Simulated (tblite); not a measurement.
# C24H12N2: the cost of one run

Computed with tblite 0.8.0 and PySCF 2.14.0 and routines of our own; the level stands in each step. Atoms count from 0.

## 1. The system as given

38 atoms, charge 0, multiplicity 1; geometry from: force field, distance geometry or constructed start.

## 2. Optimising the geometry with GFN2-xTB

What the job is given:

```
{"job": {"kind": "relax", "xc": "GFN2-xTB", "basis": "xTB"}, "charge": 0, "multiplicity": 1}
C     -2.213200     3.872900     0.757400
C     -1.134900     3.753200    -0.097500
C     -0.549000     2.493500    -0.309400
C     -1.011700     1.325100     0.325800
C     -2.203800     1.465200     1.133500
C     -2.760100     2.736600     1.349400
C     -2.881800     0.348400     1.658400
C     -2.456100    -0.946500     1.369100
C     -3.146400    -2.202700     1.668200
C     -2.686100    -3.472000     1.206400
C     -1.547300    -3.436700     0.477600
C     -0.429700    -4.043000    -0.381400
C      0.107800    -2.800100    -0.516300
C      1.120800    -1.749900    -0.979500
C      2.233700    -2.167500    -1.677100
C      3.261300    -1.265600    -1.863600
C      3.203500     0.012700    -1.289600
C      4.313600     0.849300    -1.401600
C      4.294000     2.075000    -0.764700
N      3.245900     2.467300    -0.041100
N      2.140600     1.641900     0.059000
C      2.059600     0.449900    -0.569000
C      0.928500    -0.384300    -0.487200
C     -0.431500     0.023500     0.181900
C     -1.259300    -1.002600     0.661800
C     -0.947100    -2.252900     0.317300
H     -2.664300     4.850900     0.936200
H     -0.724700     4.625600    -0.589900
H      0.257400     2.457900    -1.033000
H     -3.639000     2.853200     1.980600
H     -3.794700     0.485100     2.230500
H     -4.084200    -2.158600     2.229500
H     -3.233400    -4.382500     1.396200
H     -0.178300    -5.041400    -0.714600
H      2.327600    -3.193100    -2.035400
H      4.149500    -1.586800    -2.416900
H      5.198400     0.556800    -1.959400
H      5.128100     2.766800    -0.813400
```

The run is started by

```sh
OMP_NUM_THREADS=1 python large_run.py task.json out
```

The driver reads the jobs from task.json and runs them one after another.

Q: Estimate the wall time and peak memory of this first job on 1 thread of Arm Neoverse V1, shared host.

About 2.4 s, with a peak of 0.18 GiB.
